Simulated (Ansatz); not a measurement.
# GeH₅NO: small, medium and large basis sets

Aim: see how fast density functionals converge with the basis set for GeH₅NO.

Program: Ansatz 0.2.0, Gaussian basis. Level of theory: one geometry, several basis sets. These are calculated values, not measurements.

The runs, in order: PBE0-D4/def2-SVP; ωB97M-V/def2-SVP; PBE0-D4/def2-QZVPP; ωB97M-V/def2-QZVPP; the functionals' def2-TZVPP values are taken from earlier runs.

## 1. The relaxed structure

An earlier PBE0-D4 in a triple-zeta def2 set relaxation fixed the geometry.

SMILES `[NH2][GeH2][OH]`, 8 atoms, charge 0, spin multiplicity 1.

Atoms are counted from 1 here; the program's logs count them from 0.

Bond lengths: N1–Ge2 1.819 Å, N1–H4 1.009 Å, N1–H5 1.009 Å, Ge2–O3 1.780 Å, Ge2–H6 1.548 Å, Ge2–H7 1.538 Å, O3–H8 0.959 Å. Angles: Ge2–N1–H4 117.0°, Ge2–N1–H5 115.8°, H4–N1–H5 110.2°, N1–Ge2–O3 104.8°, N1–Ge2–H6 115.6°, N1–Ge2–H7 106.9°, O3–Ge2–H6 106.5°, O3–Ge2–H7 111.2°, H6–Ge2–H7 111.7°, Ge2–O3–H8 112.1°.

## 2. PBE0-D4 in def2-SVP

Input file in.yaml:

```yaml
crystal:
  periodic: [false, false, false]
  atoms:
    - {symbol: N, position_ang: [-1.031814, 0.492503, -0.794502]}
    - {symbol: Ge, position_ang: [0.497147, 0.055430, 0.087819]}
    - {symbol: O, position_ang: [0.294802, -1.658247, 0.524467]}
    - {symbol: H, position_ang: [-1.853929, 0.655504, -0.233380]}
    - {symbol: H, position_ang: [-0.943181, 1.208529, -1.499197]}
    - {symbol: H, position_ang: [0.748963, 0.819478, 1.410916]}
    - {symbol: H, position_ang: [1.655784, 0.242655, -0.906814]}
    - {symbol: H, position_ang: [0.724425, -1.872950, 1.354790]}
basis:
  gaussian: {orbitals: def2-SVP}
hamiltonian: {xc: pbe0, dispersion: d4}
output: {orbitals: {seedname: orbitals}}
```

On the command line:

```sh
ansatz run in.yaml --threads 2 --pin off --events-out ev --progress --plain --max-ram 4352MiB
```

The program printed:

```text
Functional definition: PBE0
  name "PBE0"
  cite "Adamo & Barone, J. Chem. Phys. 110, 6158 (1999) doi:10.1063/1.478522"
  cite "Perdew, Burke & Ernzerhof, Phys. Rev. Lett. 77, 3865 (1996) doi:10.1103/PhysRevLett.77.3865"
  parent pbe
  parameter a = 0.25
  parameter kappa = 0.804
  parameter beta = 0.06672455060314922
  exchange = (1 - a)*pbe_x(kappa = kappa, mu = beta*pi^2/3) + a*exact_x
  correlation = pbe_c(beta = beta)
846 factors; integrals over basis functions are off by at most 1.4e-3 eV
mean field evaluation 1: about -60107.9701 eV, gradient 6.8e1 eV
mean field evaluation 2: about -60091.6345 eV, gradient 1.1e2 eV
mean field evaluation 4: about -60116.2399 eV, gradient 5.3e0 eV
mean field evaluation 8: about -60116.3938 eV, gradient 1.5e-1 eV
mean field evaluation 16: about -60116.3939 eV, gradient 6.5e-5 eV
mean field -60116.39385951 eV, -2209.2367259816 hartree, gradient 6.5e-5 eV, S^2 0.000000; 0 other end points of the search recorded, 0 dependent functions left out
reference -60116.39388403 eV, -2209.2367268828 hartree; 26, 26 occupied and 59, 59 virtual orbitals, 846 factors
Total energy: -60116.49113453 eV, -2209.2403007728 hartree
```

It took 1.3 s on 2 threads of Arm Neoverse V1, shared host.

## 3. ωB97M-V in def2-SVP

Changes to in.yaml since step 2:

```diff
@@ -13,3 +13,3 @@
   gaussian: {orbitals: def2-SVP}
-hamiltonian: {xc: pbe0, dispersion: d4}
+hamiltonian: {xc: {name: wB97M-V}}
 output: {orbitals: {seedname: orbitals}}
```

Launched as before.

The program printed, cut to the lines that bear on the results:

```text
Functional definition: wB97M-V
  name "wB97M-V"
  cite "Mardirossian & Head-Gordon, J. Chem. Phys. 144, 214110 (2016) doi:10.1063/1.4952647"
  cite "Becke, J. Chem. Phys. 107, 8554 (1997) doi:10.1063/1.475007"
  cite "Vydrov & Van Voorhis, J. Chem. Phys. 133, 244103 (2010) doi:10.1063/1.3521275"
  # Of w^i u^j: cxij and so on, Table III.
[...]
  gx(w, u) = 1 - cx + cx01*u + cx10*w
  gss(w, u) = css00 + css04*u^4 + css10*w + css20*w^2 + css43*w^4*u^3
  gos(w, u) = cos00 + cos10*w + (cos20 + cos21*u)*w^2 + (cos60 + cos61*u)*w^6
[...]
      + integral(e_c_pw_mod_opposite_spin*gos(b97_w_opposite, b97_u_opposite)) + vv10(b, c)
846 factors; integrals over basis functions are off by at most 1.4e-3 eV
233 factors; integrals over basis functions are off by at most 7.6e-6 eV
[...]
mean field -60122.79368232 eV, -2209.4719151319 hartree, gradient 2.1e-5 eV, S^2 0.000000; 0 other end points of the search recorded, 0 dependent functions left out
reference -60122.79371968 eV, -2209.4719165051 hartree; 26, 26 occupied and 59, 59 virtual orbitals, 846 factors
Total energy: -60122.79371968 eV, -2209.4719165051 hartree
```

Run time: 5.5 s. Hardware: 2 threads of Arm Neoverse V1, shared host.

## 4. PBE0-D4 in def2-QZVPP

Changes to in.yaml since step 3:

```diff
@@ -12,4 +12,4 @@
 basis:
-  gaussian: {orbitals: def2-SVP}
-hamiltonian: {xc: {name: wB97M-V}}
+  gaussian: {orbitals: "def2-QZVPP.json"}
+hamiltonian: {xc: pbe0, dispersion: d4}
 output: {orbitals: {seedname: orbitals}}
```

The command is unchanged.

The program printed:

```text
Functional definition: PBE0
  name "PBE0"
  cite "Adamo & Barone, J. Chem. Phys. 110, 6158 (1999) doi:10.1063/1.478522"
  cite "Perdew, Burke & Ernzerhof, Phys. Rev. Lett. 77, 3865 (1996) doi:10.1103/PhysRevLett.77.3865"
  parent pbe
  parameter a = 0.25
  parameter kappa = 0.804
  parameter beta = 0.06672455060314922
  exchange = (1 - a)*pbe_x(kappa = kappa, mu = beta*pi^2/3) + a*exact_x
  correlation = pbe_c(beta = beta)
1227 factors; their error is unknown
mean field evaluation 1: about -60118.7000 eV, gradient 8.1e1 eV
mean field evaluation 2: about -60092.8840 eV, gradient 1.4e2 eV
mean field evaluation 4: about -60129.3825 eV, gradient 7.6e0 eV
mean field evaluation 8: about -60129.4842 eV, gradient 2.7e-1 eV
mean field evaluation 16: about -60129.6268 eV, gradient 1.5e-4 eV
mean field -60129.62683227 eV, -2209.7230287610 hartree, gradient 2.0e-5 eV, S^2 0.000000; 0 other end points of the search recorded, 0 dependent functions left out
reference -60129.62686487 eV, -2209.7230299591 hartree; 26, 26 occupied and 327, 327 virtual orbitals, 1227 factors
Total energy: -60129.72411537 eV, -2209.7266038492 hartree
```

Run time: 7.5 s. Hardware: 2 threads of Arm Neoverse V1, shared host; peak memory 0.92 GiB.

## 5. ωB97M-V in def2-QZVPP

Changes to in.yaml since step 4:

```diff
@@ -13,3 +13,3 @@
   gaussian: {orbitals: "def2-QZVPP.json"}
-hamiltonian: {xc: pbe0, dispersion: d4}
+hamiltonian: {xc: {name: wB97M-V}}
 output: {orbitals: {seedname: orbitals}}
```

The command is unchanged.

The program printed, cut to the lines that bear on the results:

```text
Functional definition: wB97M-V
  name "wB97M-V"
  cite "Mardirossian & Head-Gordon, J. Chem. Phys. 144, 214110 (2016) doi:10.1063/1.4952647"
  cite "Becke, J. Chem. Phys. 107, 8554 (1997) doi:10.1063/1.475007"
  cite "Vydrov & Van Voorhis, J. Chem. Phys. 133, 244103 (2010) doi:10.1063/1.3521275"
  # Of w^i u^j: cxij and so on, Table III.
[...]
  gx(w, u) = 1 - cx + cx01*u + cx10*w
  gss(w, u) = css00 + css04*u^4 + css10*w + css20*w^2 + css43*w^4*u^3
  gos(w, u) = cos00 + cos10*w + (cos20 + cos21*u)*w^2 + (cos60 + cos61*u)*w^6
[...]
      + integral(e_c_pw_mod_opposite_spin*gos(b97_w_opposite, b97_u_opposite)) + vv10(b, c)
1215 factors; their error is unknown
290 factors; integrals over basis functions are off by at most 7.2e-6 eV
[...]
mean field -60136.11319870 eV, -2209.9613983306 hartree, gradient 2.7e-5 eV, S^2 0.000000; 0 other end points of the search recorded, 0 dependent functions left out
reference -60136.11325120 eV, -2209.9614002601 hartree; 26, 26 occupied and 327, 327 virtual orbitals, 1215 factors
Total energy: -60136.11325120 eV, -2209.9614002601 hartree
```

Wall time 18 s (2 threads of Arm Neoverse V1, shared host); peak memory 1.1 GiB.

## 6. Density functionals: the series

The def2-TZVPP values come from earlier runs at the same geometry.

```tsv
functional	basis	functions	energy (eV)	from the largest (eV)	HOMO (eV)	LUMO (eV)
PBE0-D4	def2-SVP	85	-60116.4911	13.233	-7.21	1.10
PBE0-D4	def2-TZVPP	180	-60128.2558	1.468	-7.46	0.63
PBE0-D4	def2-QZVPP	353	-60129.7241	0.000	-7.52	0.31
ωB97M-V	def2-SVP	85	-60122.7937	13.320	-9.56	2.92
ωB97M-V	def2-TZVPP	180	-60134.6853	1.428	-9.83	2.23
ωB97M-V	def2-QZVPP	353	-60136.1133	0.000	-9.89	1.73
```

## 7. Outcome

```
                                       quantity           value
PBE0-D4: double and triple zeta above quadruple  13.23, 1.47 eV
ωB97M-V: double and triple zeta above quadruple  13.32, 1.43 eV
```

**Reading.** For PBE0-D4 the step from double to triple zeta gains 11.76 eV and the next only 1.47 eV. Total energies overstate the basis error of differences, where much of it tends to cancel. The LUMO of ωB97M-V is positive and keeps falling with the basis (2.92 to 1.73 eV): an unbound level that the basis holds in place.

For PBE0-D4 the largest set took about 6 times as long as the smallest (7.5 s against 1.3 s).
